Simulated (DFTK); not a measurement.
Runs of DFTK 0.8.2 on HPbNO4. The typed cell holds 7 atoms: a = 3.858 Å, b = 5.535 Å, c = 6.055 Å, α = 106.62°, β = 93.97°, γ = 90.45°. The cell was built by a generator and needn't be a form met in nature.

```csv
task,level,potentials or basis,k mesh,cutoff (eV),mesh quality,gap on the mesh (eV),pressure (GPa),largest force (eV/Å)
band structure,PBE,dojo.nc.sr.pbe.v0_4_1.standard.upf (PBE),5 × 3 × 3,1143,not flagged,3.19,0.0,0.21
single point,PBE,dojo.nc.sr.pbe.v0_4_1.standard.upf (PBE),7 × 5 × 5,1143,not flagged,3.13,0.0,0.21
band structure,r2SCAN,"in-house norm-conserving set (r2SCAN, scalar relativistic)",4 × 3 × 3,1279,not flagged,(b),(a),0.70
band structure,PBE,SG15 1.2 (PBE),5 × 3 × 3,1225,not flagged,3.19,0.1,0.11
band structure,PBE,"in-house norm-conserving set (PBE, scalar relativistic)",5 × 3 × 3,1252,not flagged,3.22,0.0,0.04
band structure,PBE,dojo.nc.sr.pbe.v0_4_1.standard.upf (PBE),4 × 3 × 3,1143,not flagged,3.20,0.0,0.21
band structure,LDA,dojo.nc.sr.lda.v0_4_1.standard.upf (LDA),4 × 3 × 3,1143,not flagged,3.16,-4.3,0.84
band structure,PBE,SPMS 1.0 (PBE),5 × 3 × 3,1225,not flagged,3.19,-0.1,0.17
band structure,TASK,"in-house norm-conserving set (r2SCAN, scalar relativistic)",4 × 3 × 3,1279,not flagged,3.99,1.3,1.42
```

Alike in all rows: no spin polarisation; cell as given; smearing fermi-dirac 0.05 eV.

Question: Fill in the values left out.

Answer: (a) -2.6; (b) 3.55.

Caveats: spin-orbit coupling is left out, which as a rule narrows the gap of such compounds by several tenths of an eV; the mesh misses the band edges, which the band path finds closer together (some runs); the program warned that the kinetic-energy density falls under its von Weizsäcker bound, which can give unphysical results (some runs); an odd mesh through Γ misses points on the zone boundary, where band edges often lie (some runs); the real-space grid adds noise to forces (some runs); the potentials were made for another functional, which shifts forces and pressure (some runs).

A k mesh can miss the band edges, and the runs leave out spin-orbit coupling on Pb.

Not every run made on this cell is shown here.
